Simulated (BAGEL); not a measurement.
# C2H7NSi (SMILES NC1C[SiH2]1) at B3LYP/6-31G(d) (density fitting with cc-pvqz-jkfit, spherical functions)

Aim: the energy change on altering one bond length of C2H7NSi at B3LYP/6-31G* (density fitting with cc-pvqz-jkfit, spherical functions), from 2 runs. 

The results are computed with BAGEL 1.2.2.

2 further runs of the same task are left out: 1 that didn't finish, 1 set aside as unsound or not needed.

### 1 The structure to begin with

The species is C2H7NSi (11 atoms), meant as a singlet with charge 0. SMILES: `NC1C[SiH2]1`. The coordinates come from a PBE0-D4/def2-TZVP relaxation. This is one conformer, not always the lowest.

Bond lengths: N1–C2 1.437 Å, C2–C3 1.539 Å, C2–Si4 1.862 Å, C3–Si4 1.848 Å, N1–H5 1.011 Å, N1–H6 1.014 Å, C2–H7 1.094 Å, C3–H8 1.085 Å, C3–H9 1.086 Å, Si4–H10 1.479 Å, Si4–H11 1.476 Å. Some angles: N1–C2–C3 114.5°, N1–C2–Si4 118.4°, C3–C2–Si4 65.0°, C2–C3–Si4 65.9°, C2–Si4–C3 49.0°, N1–C2–H7 118.0°, C3–C2–H7 113.0°, Si4–C2–H7 116.4°, C2–N1–H5 111.6°, C2–N1–H6 111.3°.

### 2 The energy at B3LYP/6-31G(d) (density fitting with cc-pvqz-jkfit, spherical functions)

Input file input.json:

```json
{ "bagel" : [

{
  "title" : "molecule",
  "basis" : "6-31gs.json",
  "df_basis" : "cc-pvqz-jkfit",
  "angstrom" : "true",
  "geometry" : [
    { "atom" : "N", "xyz" : [   -1.337200,    0.826100,   -0.314200 ] },
    { "atom" : "C", "xyz" : [    0.048100,    0.587400,   -0.015100 ] },
    { "atom" : "C", "xyz" : [    0.296100,   -0.519700,    1.025200 ] },
    { "atom" : "Si", "xyz" : [    0.845000,   -0.955900,   -0.685100 ] },
    { "atom" : "H", "xyz" : [   -1.450400,    1.288300,   -1.206000 ] },
    { "atom" : "H", "xyz" : [   -1.774000,    1.401500,    0.397500 ] },
    { "atom" : "H", "xyz" : [    0.701400,    1.454200,    0.118600 ] },
    { "atom" : "H", "xyz" : [    1.025100,   -0.311700,    1.801300 ] },
    { "atom" : "H", "xyz" : [   -0.607900,   -0.997000,    1.390600 ] },
    { "atom" : "H", "xyz" : [    2.288700,   -0.939900,   -1.005500 ] },
    { "atom" : "H", "xyz" : [    0.030300,   -1.890100,   -1.486800 ] }
  ]
},
{
  "title" : "ks",
  "xc_func" : "b3lyp",
  "charge" : 0
},
{
  "title" : "print",
  "file" : "orbitals.molden",
  "orbitals" : "true"
}

]}
```

The basis set 6-31G* is read from a file made from the Basis Set Exchange's data (not shown).

Started as:

```console
$ BAGEL_NUM_THREADS=1 BAGEL input.json > input.out
```

What it wrote:

```text
* using 1 threads per process

  ===============================================================
  ===============================================================

  *** Geometry ***

  { "atom" : "N", "xyz" : [     -2.526942,      1.561103,     -0.593752 ] },
  { "atom" : "C", "xyz" : [      0.090896,      1.110025,     -0.028535 ] },
  { "atom" : "C", "xyz" : [      0.559548,     -0.982091,      1.937347 ] },
  { "atom" : "Si", "xyz" : [      1.596819,     -1.806389,     -1.294651 ] },
  { "atom" : "H", "xyz" : [     -2.740859,      2.434534,     -2.279010 ] },
  { "atom" : "H", "xyz" : [     -3.352374,      2.648451,      0.751166 ] },
  { "atom" : "H", "xyz" : [      1.325454,      2.748040,      0.224122 ] },
  { "atom" : "H", "xyz" : [      1.937158,     -0.589028,      3.403964 ] },
  { "atom" : "H", "xyz" : [     -1.148765,     -1.884057,      2.627853 ] },
  { "atom" : "H", "xyz" : [      4.325016,     -1.776154,     -1.900120 ] },
  { "atom" : "H", "xyz" : [      0.057259,     -3.571771,     -2.809645 ] },

  Number of auxiliary basis functions:      823

  Since a DF basis is specified, we compute 2- and 3-index integrals:
    o Being stored without compression. Storage requirement is 0.036 GB

  Number of basis functions:       74
  Number of electrons      :       40

    * METHOD: MOLECULE                             1.03

  *** Kohn-Sham DFT ***

    * Removing 21571 points whose weight is below 1.00e-10
    * Grid points: 142395

  === Nuclear Repulsion ===
   165.7879334065

       - DIIS with orbital gradients will be used.

  === KS iteration (b3lyp / 6-31gs.json) ===
      0       -393.58294055          0.16422814           0.74
      1       -399.26361154          0.11241381           0.73
      2       -395.31744393          0.19683062           0.69
      3       -411.68415574          0.13526026           0.70
      4       -419.14420762          0.10792341           0.70
      5       -419.86840666          0.10196801           0.66
      6       -420.06987610          0.10170834           0.77
      7       -403.89390183          0.16653977           0.77
      8       -424.32153311          0.02340699           0.75
      9       -424.44979149          0.01973449           0.77
     10       -424.59205751          0.00554887           0.75
     11       -424.60472848          0.00117683           0.69
     12       -424.60531875          0.00038388           0.75
     13       -424.60537407          0.00014282           0.76
     14       -424.60538239          0.00003105           0.71
     15       -424.60538271          0.00001337           0.68
     16       -424.60538279          0.00000153           0.81
     17       -424.60538279          0.00000038           0.89
     18       -424.60538279          0.00000020           0.80
     19       -424.60538279          0.00000007           0.73
     20       -424.60538279          0.00000004           0.76
     21       -424.60538279          0.00000001           0.75
    * SCF iteration converged.

    * Permanent dipole moment:
           (   -0.035168,    -0.551050,    -0.053879) a.u.

    * METHOD: KS                                  17.56

    * METHOD: PRINT                                0.04

  ===============================================================
```

It took 20 s on 1 thread of AMD EPYC 7R43 (Zen 3), shared host; peak memory 0.51 GiB.

### 3 The distorted shape, same level

Input file dft.json:

```json
{ "bagel" : [

{
  "title" : "molecule",
  "basis" : "6-31gs.json",
  "df_basis" : "cc-pvqz-jkfit",
  "angstrom" : "true",
  "geometry" : [
    { "atom" : "N", "xyz" : [      -1.533181,       0.566071,      -0.354308 ] },
    { "atom" : "C", "xyz" : [      -0.147881,       0.327371,      -0.055208 ] },
    { "atom" : "C", "xyz" : [       0.100119,      -0.779729,       0.985092 ] },
    { "atom" : "Si", "xyz" : [       0.649019,      -1.215929,      -0.725208 ] },
    { "atom" : "H", "xyz" : [      -1.646381,       1.028271,      -1.246108 ] },
    { "atom" : "H", "xyz" : [      -1.969981,       1.141471,       0.357392 ] },
    { "atom" : "H", "xyz" : [       0.701400,       1.454200,       0.118600 ] },
    { "atom" : "H", "xyz" : [       0.829119,      -0.571729,       1.761192 ] },
    { "atom" : "H", "xyz" : [      -0.803881,      -1.257029,       1.350492 ] },
    { "atom" : "H", "xyz" : [       2.092719,      -1.199929,      -1.045608 ] },
    { "atom" : "H", "xyz" : [      -0.165681,      -2.150129,      -1.526908 ] }
  ]
},

{ "title" : "ks", "xc_func" : "b3lyp" },

{ "title" : "print", "file" : "orbitals.molden", "orbitals" : "true" }

]}
```

The basis set 6-31G* is read from a file made from the Basis Set Exchange's data (not shown).

Started as:

```console
$ BAGEL_NUM_THREADS=1 BAGEL dft.json > dft.out
```

What it wrote:

```text
* using 1 threads per process

  ===============================================================
  ===============================================================

  *** Geometry ***

  { "atom" : "N", "xyz" : [     -2.897292,      1.069719,     -0.669545 ] },
  { "atom" : "C", "xyz" : [     -0.279455,      0.618642,     -0.104328 ] },
  { "atom" : "C", "xyz" : [      0.189197,     -1.473474,      1.861554 ] },
  { "atom" : "Si", "xyz" : [      1.226468,     -2.297773,     -1.370445 ] },
  { "atom" : "H", "xyz" : [     -3.111209,      1.943151,     -2.354803 ] },
  { "atom" : "H", "xyz" : [     -3.722725,      2.157068,      0.675373 ] },
  { "atom" : "H", "xyz" : [      1.325454,      2.748040,      0.224122 ] },
  { "atom" : "H", "xyz" : [      1.566808,     -1.080411,      3.328171 ] },
  { "atom" : "H", "xyz" : [     -1.519115,     -2.375441,      2.552060 ] },
  { "atom" : "H", "xyz" : [      3.954666,     -2.267537,     -1.975913 ] },
  { "atom" : "H", "xyz" : [     -0.313092,     -4.063155,     -2.885438 ] },

  Number of auxiliary basis functions:      823

  Since a DF basis is specified, we compute 2- and 3-index integrals:
    o Being stored without compression. Storage requirement is 0.036 GB

  Number of basis functions:       74
  Number of electrons      :       40

    * METHOD: MOLECULE                             1.22

  *** Kohn-Sham DFT ***

    * Removing 21171 points whose weight is below 1.00e-10
    * Grid points: 142795

  === Nuclear Repulsion ===
   164.4330562537

       - DIIS with orbital gradients will be used.

  === KS iteration (b3lyp / 6-31gs.json) ===
      0       -393.23961077          0.16259991           0.79
      1       -401.40797888          0.10911636           0.89
      2       -398.66688112          0.17546799           0.75
      3       -417.33098942          0.11774077           0.74
      4       -419.32161654          0.10946674           0.72
      5       -419.60581619          0.10804268           0.71
      6       -419.68748846          0.10636207           0.75
      7       -410.18559690          0.13956031           0.75
      8       -424.09363612          0.03155346           0.70
      9       -424.47246654          0.01592093           0.84
     10       -424.55987919          0.00572996           0.73
     11       -424.56905354          0.00299524           0.86
     12       -424.57236488          0.00088268           0.75
     13       -424.57262330          0.00026673           0.77
     14       -424.57265696          0.00003532           0.75
     15       -424.57265736          0.00002383           0.67
     16       -424.57265759          0.00000291           0.67
     17       -424.57265760          0.00000096           0.68
     18       -424.57265760          0.00000059           0.68
     19       -424.57265760          0.00000013           0.72
     20       -424.57265760          0.00000003           0.71
     21       -424.57265760          0.00000001           0.77
    * SCF iteration converged.

    * Permanent dipole moment:
           (    0.125042,    -0.359853,    -0.019307) a.u.

    * METHOD: KS                                  17.91

    * METHOD: PRINT                                0.03

  ===============================================================
```

Run time: 20 s. Hardware: 1 thread of AMD EPYC 7R43 (Zen 3), shared host; peak memory 0.51 GiB.

### 4 What came out

At B3LYP/6-31G* (density fitting with cc-pvqz-jkfit, spherical functions):

| quantity | value |
| --- | --- |
| first shape: total energy | -424.60538 Eh |
| first shape: dipole moment | 1.41 D |
| first shape: HOMO energy | -5.86 eV |
| first shape: LUMO energy | 0.62 eV |
| first shape: HOMO–LUMO gap | 6.48 eV |
| distorted shape: total energy | -424.57266 Eh |
| distorted shape: dipole moment | 0.97 D |
| distorted shape: HOMO energy | -5.90 eV |
| distorted shape: LUMO energy | 0.41 eV |
| distorted shape: HOMO–LUMO gap | 6.32 eV |
| energy change with the C2–H7 bond stretched from 1.094 to 1.422 Å | 0.890 eV |

What this shows: With the C2–H7 bond stretched from 1.094 to 1.422 Å the energy rises by 0.89 eV (85.9 kJ/mol). The first shape isn't relaxed at this level, so the change isn't measured from a minimum.
